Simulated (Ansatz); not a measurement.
# RuH₂ (triplet): the correlation ladder at a displaced geometry (v1), def2-SVP

The task here is to estimate one member of a computed series from the others.

Computed with Ansatz 0.2.0, Gaussian basis. Level: def2-SVP, core rule «outside noble gas», up to 4 orbitals frozen.

Plan: UHF; CCSD(T) on ROHF; CCSD(T) on UHF; CISD; CCSDT(Q) on ROHF; CCSDT(Q) on UHF; CASSCF and MRCISD+Q, 10 electrons in 8 orbitals; CASSCF and NEVPT2, 10 electrons in 8 orbitals.

22 further runs of the same task are left out: 8 that didn't finish, 14 set aside as unsound or not needed.

## What is computed

The geometry is a PBE0/def2-TZVP stationary point (not a proven minimum) with its atoms shifted at random (size 0.040 Å). No spin-orbit coupling is included. Elements past krypton take def2 core potentials.

3 atoms, charge 0, spin multiplicity 3.

Atoms are counted from 1 here; the program's logs count them from 0.

Bond lengths: Ru1–H2 1.541 Å, Ru1–H3 1.491 Å. Angles: H2–Ru1–H3 74.8°.

The first run:

File in.yaml:

```yaml
crystal:
  periodic: [false, false, false]
  atoms:
    - {symbol: Ru, position_ang: [-0.000453, -0.000264, -0.023552]}
    - {symbol: H, position_ang: [-0.001286, 0.933275, 1.202141]}
    - {symbol: H, position_ang: [0.046678, -0.906779, 1.159527]}
basis:
  gaussian: {orbitals: def2-SVP}
magnetization: {spin_polarized: true, initial_magnetization: 2}
hamiltonian: {xc: hf}
output: {orbitals: {seedname: orbitals}}
```

Started as:

```bash
$ ansatz run in.yaml --threads 1 --pin off --events-out ev --progress --plain --max-ram 2393MiB
```

Steps of the session up to this table: UHF; CCSD(T) on ROHF; CCSD(T) on UHF; CISD; CCSDT(Q) on ROHF; CCSDT(Q) on UHF; CASSCF and MRCISD+Q, 10 electrons in 8 orbitals; CASSCF and NEVPT2, 10 electrons in 8 orbitals.

One of the session's tables, all rows but one given; the rest of the session is left out.

It belongs to the step «Misses and costs». 

```
          method  from RCCSDT(Q) (kJ/mol)
            ROHF                   +613.7
             UHF                   +593.1
            RMP2                    +58.2
            UMP2                    +56.4
            CISD                    +64.7
           RCCSD                    +22.1
           UCCSD                    +16.1
        RCCSD(T)                     +2.4
        UCCSD(T)                     -3.2
          RCCSDT                     +1.0
          UCCSDT                     -4.9
       RCCSDT(Q)                        0
       UCCSDT(Q)                     -5.9
  CASSCF valence                   +478.5
  NEVPT2 valence                    +76.1
  MRCISD valence                    +38.8
MRCISD+Q valence                        ?
```

Estimate the missing values for MRCISD+Q valence.

As computed: from RCCSDT(Q) (kJ/mol): +10.9. In the column «from RCCSDT(Q) (kJ/mol)» it lies between RCCSD(T) (+2.4) and UCCSD (+16.1).

To keep in mind: Restricted and unrestricted rows rest on different reference determinants; where their highest levels disagree by more than a few hundredths of an eV, they describe different states and don't form one ladder.
